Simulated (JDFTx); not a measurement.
Something may be wrong with this JDFTx 1.7.0 (patched build) calculation of NZnBrH2.

The input ZnH2BrN.in:

```
lattice \
   24.5664396201     0.0000000000     0.0000000000 \
    0.0000000000    24.5664396201     0.0000000000 \
    0.0000000000     0.0000000000    22.6767134955
coords-type Cartesian
ion N     10.5737734443    14.4571608005    10.6590946167 1
ion Zn    12.5526947365    11.9940917319    11.9968318159 1
ion Br    15.2536801920     9.1351251535    13.5142819695 1
ion H      9.3618923074    13.8996915371     9.2909329780 1
ion H      9.5928168398    15.5106829827    11.9153845443 1

ion-species pseudo/N.upf
ion-species pseudo/Zn.upf
ion-species pseudo/Br.upf
ion-species pseudo/H.upf
elec-cutoff 42
elec-ex-corr gga-x-pbe-r gga-c-pbe
kpoint-folding 1 1 1
elec-n-bands 17
electronic-minimize nIterations 5 energyDiffThreshold 1e-07
coulomb-interaction Isolated
coulomb-truncation-embed 12.307786 12.322904 11.402607
core-overlap-check none
forces-output-coords Cartesian

dump-name run.$VAR
dump End Ecomponents EigStats BandEigs Kpoints Forces Dipole
```

Potentials or basis: PseudoDojo-SR-PBE-0.5-standard with smoothed tails.

Run with:

```console
$ jdftx -c 1 -i ZnH2BrN.in -o ZnH2BrN.out
```

Output:

```text
*************** JDFTx 1.7.0 (patched build) ***************

Input parsed successfully to the following command list (including defaults):
[... the input with its defaults ...]

---------- Setting up symmetries ----------

Found 16 point-group symmetries of the bravais lattice
Found 1 space-group symmetries with basis
Applied RMS atom displacement 0 bohrs to make symmetries exact.

---------- Initializing the Grid ----------
R =
[      24.5664            0            0  ]
[            0      24.5664            0  ]
[            0            0      22.6767  ]
unit cell volume = 13685.6
G =
[   0.255763          0          0  ]
[          0   0.255763          0  ]
[          0          0   0.277077  ]
Minimum fftbox size, Smin = [  144  144  136  ]
Chosen fftbox size, S = [  144  144  140  ]

---------- Exchange Correlation functional ----------
Initialized LibXC exchange functional 'Revised PBE from Zhang & Yang'
Initialized LibXC correlation functional 'Perdew, Burke & Ernzerhof'

---------- Setting up pseudopotentials ----------
[... 106 lines left out ...]
ion Br  15.253680191999999   9.135125153500001  13.514281969500002 1
ion H   9.361892307400000  13.899691537100001   9.290932978000003 1
ion H   9.592816839799999  15.510682982700001  11.915384544300002 1

# Forces in Cartesian coordinates:
force N   0.026203926057198  -0.006775419833517   0.001633754521546 1
force Zn  -0.006721442259587  -0.001825915608127   0.002484472997816 1
force Br  -0.004361470037408   0.002749599540462  -0.001398819045776 1
force H  -0.000332682773776  -0.003819900836205   0.001096797889949 1
force H  -0.000237582662464  -0.002671123912187   0.003029870347178 1

# Energy components:
   Eewald =       82.8080060738903967
       EH =      281.9510934025090592
     Eloc =     -627.5678526492936271
      Enl =      -47.2461764320294506
      Exc =      -31.4792326602372903
 Exc_core =        5.1649862738027048
       KE =      105.0965218214253554
-------------------------------------
     Etot =     -231.2726541699328777

IonicMinimize: Iter:   0  Etot: -231.272654169932878  |grad|_K:  7.158e-03
IonicMinimize: None of the convergence criteria satisfied after 0 iterations.

#--- Lowdin population analysis ---
# oxidation-state N -1.079
# oxidation-state Zn +1.176
# oxidation-state Br -0.500
# oxidation-state H +0.317 +0.318

Dumping 'run.eigStats' ...
	eMin: -4.799885 at state 0 ( [ +0.000000 +0.000000 +0.000000 ] spin 0 )
	HOMO: -0.207042 at state 0 ( [ +0.000000 +0.000000 +0.000000 ] spin 0 )
	mu  : unavailable
	LUMO: unavailable
	eMax: -0.207042 at state 0 ( [ +0.000000 +0.000000 +0.000000 ] spin 0 )
	HOMO-LUMO gap: unavailable
	Optical gap  : unavailable
WARNING: the last solve of the electrons (or of bands or displaced states from it) ended unconverged.
Done!
```

Among its messages:

```text
WARNING: the partial cores' own exchange and correlation, taken off the total, pulls at atoms by up to 1.1e-03 Eh/a0
```

**Question.** What happened, and what is wrong with the input?

**Answer.** No converged result was reached. The input holds a flaw that was put in on purpose: too few iterations.
